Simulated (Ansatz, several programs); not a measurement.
Mg2SO, ordered on the rocksalt lattice (R-3m) with 4 atoms a cell, relaxed with r2SCAN in Ansatz (plane waves, PAW): it is trigonal, R-3m (No. 166); conventional cell a = 3.340 Å, c = 16.492 Å, 13.28 Å³ an atom. O has 6 Mg at 2.26 Å; S has 6 Mg at 2.48 Å; Mg has 3 O at 2.26 Å and 3 S at 2.48 Å. The cell was then scaled with its shape and fractional coordinates held, which makes it stiffer than a relaxed compression. These are computed values for a spin-unpolarised cell that may be hypothetical; none is a measurement.

| V (Å³/atom) | E (meV/atom) |
| --- | --- |
| 12.481 | 17.90 |
| 12.879 | 4.26 |
| 13.277 | 0.00 |
| 14.074 | 14.58 |

Question: Pass a cubic E = c₀ + c₁u + c₂u² + c₃u³, with u = V − 13.178 Å³, through these points.

Answer: c₀ = 0.25, c₁ = -5.150, c₂ = 26.600, c₃ = -3.3537 (meV and Å³).

Question: Where is the minimum, and what bulk modulus follows?

Answer: dE/du = 0 at u = +0.099, so V₀ = 13.28 Å³. B = V₀ d²E/dV² = 13.28 × (2c₂ + 6c₃u) = 13.28 × 51.214 = 680 meV/Å³, and 1 meV/Å³ is 0.16022 GPa: 109 GPa. A third-order Birch-Murnaghan fit to all five points gives 13.28 Å³ and 108 GPa.

Question: Predict the energy and the pressure at the withheld volume, 13.676 Å³.

Answer: With u = +0.498: E ≈ 3.87 meV and P = −dE/dV ≈ -3.02 GPa. The run gives 3.82 meV and, from its stress, -3.00 GPa.
